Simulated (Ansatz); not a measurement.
# CH₃Cl₂FOSW: how energies converge with the basis set

An exercise on one series of results from a longer session: the logs are not shown, and one member is left open.

Program: Ansatz 0.2.0, Gaussian basis. Level of theory: one geometry, several basis sets. These are calculated values, not measurements.

The runs, in order: PBE0-D4/def2-SVP; ωB97M-V/def2-SVP; PBE0-D4/def2-QZVPP; ωB97M-V/def2-QZVPP; the functionals' def2-TZVPP values are taken from earlier runs.

## The relaxed structure

An earlier PBE0-D4 in a triple-zeta def2 set relaxation fixed the geometry. W takes the def2 core potential; no spin-orbit term is included.

SMILES `C[O][W]([F])(=[S])([Cl])[Cl]`, 10 atoms, charge 0, spin multiplicity 1.

Atoms are counted from 1 here; the program's logs count them from 0.

Bond lengths: C1–O2 1.398 Å, C1–H8 1.093 Å, C1–H9 1.095 Å, C1–H10 1.091 Å, O2–W3 1.839 Å, W3–F4 1.867 Å, W3–S5 2.099 Å, W3–Cl6 2.292 Å, W3–Cl7 2.312 Å. Angles: O2–C1–H8 110.2°, O2–C1–H9 108.8°, O2–C1–H10 108.6°, H8–C1–H9 109.6°, H8–C1–H10 109.7°, H9–C1–H10 109.8°, C1–O2–W3 144.1°, O2–W3–F4 88.2°, O2–W3–S5 104.6°, O2–W3–Cl6 151.3°, O2–W3–Cl7 85.3°, F4–W3–S5 106.8°, F4–W3–Cl6 84.8°, F4–W3–Cl7 147.4°, S5–W3–Cl6 104.0°, S5–W3–Cl7 105.8°, Cl6–W3–Cl7 85.8°.

Set-up of the first run:

in.yaml reads:

```yaml
crystal:
  periodic: [false, false, false]
  atoms:
    - {symbol: C, position_ang: [0.450244, -1.721752, -0.196019]}
    - {symbol: O, position_ang: [-0.037555, -0.469836, -0.582508]}
    - {symbol: W, position_ang: [-0.408558, 1.231581, 0.007714]}
    - {symbol: F, position_ang: [-2.209776, 0.747663, 0.082989]}
    - {symbol: S, position_ang: [-0.176824, 2.443828, -1.690275]}
    - {symbol: Cl, position_ang: [-0.952475, 2.708009, 1.674337]}
    - {symbol: Cl, position_ang: [1.675522, 1.138159, 1.003228]}
    - {symbol: H, position_ang: [-0.294287, -2.247936, 0.406818]}
    - {symbol: H, position_ang: [1.364674, -1.579453, 0.390182]}
    - {symbol: H, position_ang: [0.672136, -2.301462, -1.093366]}
basis:
  gaussian: {orbitals: def2-SVP}
hamiltonian: {xc: pbe0, dispersion: d4}
output: {orbitals: {seedname: orbitals}}
```

Command:

```console
$ ansatz run in.yaml --threads 2 --pin off --events-out ev --progress --plain --max-ram 32768MiB --backend cpu
```

Steps of the session up to this table: PBE0-D4 in def2-SVP; ωB97M-V in def2-SVP; PBE0-D4 in def2-QZVPP; ωB97M-V in def2-QZVPP.

One table of the session follows, with a row left open; its other results are not shown here.

It belongs to the step «Functionals by basis». 

```
functional       basis  HOMO (eV)  LUMO (eV)
   PBE0-D4    def2-SVP      -8.35      -3.52
   PBE0-D4  def2-TZVPP      -8.31      -3.43
   PBE0-D4  def2-QZVPP          ?          ?
   ωB97M-V    def2-SVP     -10.40      -1.40
   ωB97M-V  def2-TZVPP     -10.40      -1.34
   ωB97M-V  def2-QZVPP     -10.42      -1.38
```

Q: Estimate the row for PBE0-D4, def2-QZVPP from the others.

**Answer.** HOMO (eV): -8.32; LUMO (eV): -3.45. In the column «HOMO (eV)» it lies between PBE0-D4, def2-SVP (-8.35) and PBE0-D4, def2-TZVPP (-8.31).
